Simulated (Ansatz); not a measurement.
# C₂H₄BrFSi: vertical ionisation energy

One table from this session's results is given with a row withheld; the runs are named, their logs left out.

Computed with Ansatz 0.2.0, Gaussian basis. Level: unrestricted cation, the program's frozen cores in correlated methods.

Plan: UKS PBE-D4/def2-TZVPP; UKS r2SCAN-D4/def2-TZVPP; UKS PBE0-D4/def2-TZVPP; UKS B3LYP-D4/def2-TZVPP; UKS wB97X-V/def2-TZVPP; UKS wB97M-V/def2-TZVPP; UKS B2PLYP/def2-TZVPP; UHF-CCSD(T)/def2-TZVPP; UHF-MP2/def2-QZVPP; extrapolation to the limit; then −ε(HOMO) from the neutral's earlier runs with LDA (SPW92), PBE-D4, revPBE-D4, BLYP-D4, r2SCAN-D4, B97M-V, PBE0-D4, B3LYP-D4, r2SCANh-D4, r2SCAN0-D4, HSE06-D4, BHLYP-D4, CAM-B3LYP-D4, LC-ωPBE, ωB97X-V, ωB97M-V.

## The geometry

All runs share one geometry, relaxed beforehand with PBE0-D4 in a triple-zeta def2 set.

SMILES `C=C[SiH](F)Br`, 9 atoms, charge 0, spin multiplicity 1.

Atoms are counted from 1 here; the program's logs count them from 0.

Bond lengths: C1–C2 1.331 Å, C1–H6 1.086 Å, C1–H7 1.087 Å, C2–Si3 1.837 Å, C2–H8 1.088 Å, Si3–F4 1.593 Å, Si3–Br5 2.210 Å, Si3–H9 1.477 Å. Angles: C2–C1–H6 122.2°, C2–C1–H7 121.8°, H6–C1–H7 116.0°, C1–C2–Si3 120.4°, C1–C2–H8 119.4°, Si3–C2–H8 120.2°, C2–Si3–F4 110.8°, C2–Si3–Br5 110.5°, C2–Si3–H9 111.3°, F4–Si3–Br5 106.7°, F4–Si3–H9 108.5°, Br5–Si3–H9 108.9°.

The first run:

Input file in.yaml:

```yaml
crystal:
  periodic: [false, false, false]
  atoms:
    - {symbol: C, position_ang: [-1.215799, 0.966190, -0.183837]}
    - {symbol: C, position_ang: [-0.240835, 0.211056, -0.683926]}
    - {symbol: Si, position_ang: [0.813390, -0.801763, 0.429127]}
    - {symbol: F, position_ang: [0.708676, -2.347076, 0.057245]}
    - {symbol: Br, position_ang: [2.939251, -0.239309, 0.207829]}
    - {symbol: H, position_ang: [-1.848238, 1.586551, -0.812043]}
    - {symbol: H, position_ang: [-1.424369, 0.999123, 0.882369]}
    - {symbol: H, position_ang: [-0.061572, 0.212194, -1.756579]}
    - {symbol: H, position_ang: [0.418095, -0.633165, 1.842617]}
basis:
  gaussian: {orbitals: def2-TZVPP}
total_charge: 1
magnetization: {spin_polarized: true, initial_magnetization: 1}
hamiltonian: {xc: pbe, dispersion: d4}
```

Started as:

```bash
$ ansatz run in.yaml --threads 2 --pin off --events-out ev --progress --plain --max-ram 32768MiB --backend cpu
```

Steps of the session up to this table: Cation, UKS PBE-D4/def2-TZVPP; Cation, UKS r2SCAN-D4/def2-TZVPP; Cation, UKS PBE0-D4/def2-TZVPP; Cation, UKS B3LYP-D4/def2-TZVPP; Cation, UKS wB97X-V/def2-TZVPP; Cation, UKS wB97M-V/def2-TZVPP; Cation, UKS B2PLYP (frozen core)/def2-TZVPP; Cation, UHF-CCSD(T)/def2-TZVPP; Cation, UHF-MP2/def2-QZVPP.

One of the session's tables, all rows but one given; the rest of the session is left out.

Orbital estimates, from the neutral's runs:

| functional | −ε(HOMO) (eV) |
| --- | --- |
| LDA (SPW92) | 7.34 |
| PBE-D4 | 7.18 |
| revPBE-D4 | 7.12 |
| BLYP-D4 | 7.01 |
| r2SCAN-D4 | 7.48 |
| B97M-V | 7.52 |
| PBE0-D4 | 8.41 |
| B3LYP-D4 | ? |
| r2SCANh-D4 | 7.93 |
| r2SCAN0-D4 | 8.60 |
| HSE06-D4 | 8.01 |
| BHLYP-D4 | 9.42 |
| CAM-B3LYP-D4 | 9.71 |
| LC-ωPBE | 11.12 |
| ωB97X-V | 10.73 |
| ωB97M-V | 10.61 |

Q: Estimate the row for B3LYP-D4 from the others.

Worked estimate for «−ε(HOMO) (eV)». Against the share of exact exchange, BLYP-D4 (0, 7.01), BHLYP-D4 (0.5, 9.42) give a slope of 4.82 per unit share; at 0.2 the line stands at 7.97.

**Answer.** −ε(HOMO) (eV): 8.15. In «−ε(HOMO) (eV)» the line misses by -0.18.
